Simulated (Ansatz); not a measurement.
**GeH₈O₂Si₂: up Jacob's ladder to CCSD(T)**

One table from this session's results is given with a row withheld; the runs are named, their logs left out.

Program: Ansatz 0.2.0, Gaussian basis. Level of theory: functionals in def2-TZVPP, the program's frozen cores in correlated methods. These are calculated values, not measurements.

Plan: LDA (SPW92), PBE-D4, revPBE-D4, BLYP-D4, r2SCAN-D4, B97M-V, PBE0-D4, B3LYP-D4, r2SCANh-D4, r2SCAN0-D4, HSE06-D4, BHLYP-D4, CAM-B3LYP-D4, LC-ωPBE, ωB97X-V, ωB97M-V, B2PLYP, PBE-QIDH; CCSD(T)/def2-SVP; CCSD(T)/def2-TZVPP; MP2/def2-QZVPP; extrapolation to the limit; RPA on PBE.

**The relaxed structure**

All runs share one geometry, relaxed beforehand with PBE0-D4 in a triple-zeta def2 set.

SMILES `[SiH3][O][GeH2][O][SiH3]`, 13 atoms, charge 0, spin multiplicity 1.

Atoms are counted from 1 here; the program's logs count them from 0.

Bond lengths: Si1–O2 1.639 Å, Si1–H6 1.484 Å, Si1–H7 1.486 Å, Si1–H8 1.490 Å, O2–Ge3 1.764 Å, Ge3–O4 1.764 Å, Ge3–H9 1.531 Å, Ge3–H10 1.531 Å, O4–Si5 1.639 Å, Si5–H11 1.484 Å, Si5–H12 1.490 Å, Si5–H13 1.486 Å. Angles: O2–Si1–H6 108.1°, O2–Si1–H7 110.7°, O2–Si1–H8 110.6°, H6–Si1–H7 109.4°, H6–Si1–H8 109.4°, H7–Si1–H8 108.6°, Si1–O2–Ge3 134.6°, O2–Ge3–O4 107.8°, O2–Ge3–H9 106.1°, O2–Ge3–H10 110.0°, O4–Ge3–H9 110.0°, O4–Ge3–H10 106.1°, H9–Ge3–H10 116.6°, Ge3–O4–Si5 134.6°, O4–Si5–H11 108.1°, O4–Si5–H12 110.6°, O4–Si5–H13 110.7°, H11–Si5–H12 109.4° and more.

Set-up of the first run:

Contents of in.yaml:

```yaml
crystal:
  periodic: [false, false, false]
  atoms:
    - {symbol: Si, position_ang: [-1.949638, 0.693802, 1.082366]}
    - {symbol: O, position_ang: [-0.332880, 0.961460, 1.118607]}
    - {symbol: Ge, position_ang: [1.094336, -0.075057, 1.095813]}
    - {symbol: O, position_ang: [1.055610, -1.014600, -0.396697]}
    - {symbol: Si, position_ang: [1.042454, -0.638881, -1.992180]}
    - {symbol: H, position_ang: [-2.625337, 1.861646, 1.699864]}
    - {symbol: H, position_ang: [-2.423796, 0.532028, -0.317007]}
    - {symbol: H, position_ang: [-2.293441, -0.538234, 1.846216]}
    - {symbol: H, position_ang: [2.302390, 0.865788, 1.090747]}
    - {symbol: H, position_ang: [1.021687, -1.090981, 2.239161]}
    - {symbol: H, position_ang: [1.586213, -1.796770, -2.744085]}
    - {symbol: H, position_ang: [1.884963, 0.561582, -2.254199]}
    - {symbol: H, position_ang: [-0.341961, -0.356683, -2.453705]}
basis:
  gaussian: {orbitals: def2-TZVPP}
hamiltonian: {xc: lda}
output: {orbitals: {seedname: orbitals}}
```

Started as:

```
$ ansatz run in.yaml --threads 8 --pin off --events-out ev --progress --plain --max-ram 18278MiB
```

Among the steps run: LDA; PBE-D4 (GGA); revPBE-D4 (GGA); BLYP-D4 (GGA); r2SCAN-D4 (meta-GGA); B97M-V (meta-GGA); B3LYP-D4 (hybrid); r2SCANh-D4 (hybrid); r2SCAN0-D4 (hybrid); HSE06-D4 (hybrid); BHLYP-D4 (hybrid); CAM-B3LYP-D4 (range-separated); LC-ωPBE (range-separated); ωB97X-V (range-separated); ωB97M-V (range-separated); B2PLYP (double hybrid); PBE-QIDH (double hybrid).

One of the session's tables, all rows but one given; the rest of the session is left out.

It belongs to the step «Frontier levels by functional». 

```
  functional  HOMO (eV)  gap (eV)
 LDA (SPW92)      -7.27      5.90
      PBE-D4      -7.19      6.12
   revPBE-D4      -7.15      6.23
     BLYP-D4      -7.10      6.17
   r2SCAN-D4      -7.55      6.84
      B97M-V      -7.69      6.73
     PBE0-D4          ?         ?
    B3LYP-D4      -8.42      8.03
  r2SCANh-D4      -8.08      7.67
  r2SCAN0-D4      -8.88      8.91
    HSE06-D4      -8.23      7.68
    BHLYP-D4     -10.02     10.75
CAM-B3LYP-D4     -10.05     10.87
     LC-ωPBE     -11.39     13.42
     ωB97X-V     -11.07     12.91
     ωB97M-V     -10.93     12.48
```

**Question.** Estimate the row for PBE0-D4.

The run gave: HOMO (eV): -8.63; gap (eV): 8.46. In the column «HOMO (eV)» it lies between r2SCAN0-D4 (-8.88) and B3LYP-D4 (-8.42).
